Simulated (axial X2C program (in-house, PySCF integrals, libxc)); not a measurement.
**CoOH⁺: bond lengths and stretches, held linear**

How do method and spin–orbit coupling move the bonds and stretches of CoOH⁺, held linear?

Program: an in-house X2C program for linear molecules on PySCF integrals. Level of theory: all-electron X2C, two-component (2c) or spin-free, Co dyall-v3z, O dyall-av3z, H dyall-v3z. These are calculated values, not measurements.

All values are calculated.

2 further runs of the same task are left out: 2 set aside as unsound or not needed.

**1. Input**

task.json

```json
{"zs": [27, 8, 1], "q": 1, "bas": ["dyall-v3z", "dyall-av3z", "dyall-v3z"], "r0": [1.74, 0.96], "symm": 0, "scan": ["PBE0", "HF", "BHandHLYP"], "levels": ["PBE0", "HF", "r2SCAN"], "nst": 2}
```

Keys: zs atomic numbers; q charge; bas basis sets; r0 starting distance in Å; symm equal bonds; scan levels of the two-bond scan (MP2 follows by itself at each HF point); levels methods; nst determinants followed.

The run is started by

```console
$ python solin.py task.json out
```

Masses Co 58.933, O 15.995, H 1.008 u.

**2. Scan at PBE0, 2c**

State: Ω = 7/2 (beyond evenly filled blocks: ω = -1/2, ω = 3/2, ω = 5/2). Energies above the lowest point, from the job's result record:

```
r(Co–O) (Å)  r(O–H) (Å)  E (meV)
     1.6292      0.9389    45.25
     1.6292      0.9630    29.72
     1.6292      0.9871    44.08
     1.6710      0.9389    14.90
     1.6710      0.9630     0.00
     1.6710      0.9871    15.04
     1.6710      1.0111    55.14
     1.7128      0.9389    44.17
     1.7128      0.9630    29.67
     1.7128      0.9871    45.14
     1.7546      0.9630   106.51
     1.7546      1.0111   163.05
```

A quadratic surface with cubic terms in each bond gives the minimum at 1.670 and 0.962 Å, force constants 5.48, 8.27 and coupling 0.07 mdyn/Å.

**3. Scan at HF, 2c**

State: Ω = 7/2 (beyond evenly filled blocks: ω = -1/2, ω = 3/2, ω = 5/2). Energies above the lowest point, from the job's result record:

```
r(Co–O) (Å)  r(O–H) (Å)  E (meV)
     1.6292      0.9389   156.22
     1.6292      0.9630   174.52
     1.6292      0.9871   223.02
     1.6710      0.9389    40.89
     1.6710      0.9630    59.64
     1.6710      0.9871   108.60
     1.6710      1.0111   182.74
     1.7128      0.9389     0.00
     1.7128      0.9630    18.99
     1.7128      0.9871    68.22
     1.7546      0.9630    39.32
     1.7546      1.0111   163.18
```

A quadratic surface with cubic terms in each bond gives the minimum at 1.719 and 0.937 Å, force constants 5.42, 9.67 and coupling 0.04 mdyn/Å.

**4. Scan at BHandHLYP, 2c**

State: Ω = 7/2 (beyond evenly filled blocks: ω = -1/2, ω = 3/2, ω = 5/2). Energies above the lowest point, from the job's result record:

```
r(Co–O) (Å)  r(O–H) (Å)  E (meV)
     1.6292      0.9389    49.09
     1.6292      0.9630    48.29
     1.6292      0.9871    77.25
     1.6710      0.9389     0.18
     1.6710      0.9630     0.00
     1.6710      0.9871    29.61
     1.6710      1.0111    84.11
     1.7128      0.9389    16.94
     1.7128      0.9630    17.15
     1.7128      0.9871    47.19
     1.7546      0.9630    87.34
     1.7546      1.0111   172.79
```

A quadratic surface with cubic terms in each bond gives the minimum at 1.680 and 0.951 Å, force constants 5.75, 8.82 and coupling 0.07 mdyn/Å.

**5. The levels side by side**

| level | r(Co–O) (Å) | r(O–H) (Å) | lower stretch (cm⁻¹) | upper stretch (cm⁻¹) |
| --- | --- | --- | --- | --- |
| PBE0, 2c | 1.670 | 0.962 | 838.8 | 3850.0 |
| HF, 2c | 1.719 | 0.937 | 833.9 | 4163.7 |
| BHandHLYP, 2c | 1.680 | 0.951 | 859.4 | 3976.9 |
| MP2, 2c | 1.678 | 0.962 | 844.8 | 3867.4 |
| PBE0, spin-free | 1.669 | 0.962 | 839.1 | 3849.6 |
| HF, spin-free | 1.718 | 0.937 | 834.2 | 4163.5 |
| BHandHLYP, spin-free | 1.680 | 0.951 | 859.6 | 3976.5 |
| MP2, spin-free | 1.678 | 0.962 | 845.1 | 3865.7 |

Scans not shown above were run alike.

What this shows: Over the levels the Co–O bond spans 1.669 to 1.719 Å and the O–H bond 0.937 to 0.962 Å. At PBE0 spin–orbit coupling leaves both bonds unchanged to 0.001 Å. Each state is one determinant, the lowest of a limited PBE0 search; the stretches come from a fit to few points and are good to some per cent at best. MP2 freezes inner shells (threshold -2 hartree). The molecule was held linear; bending was not examined, so a bent shape may lie lower. Note: functional without a current term on a determinant with orbital currents, of the molecule or an atom. Note: several unpaired electrons, one determinant need not be a pure state.
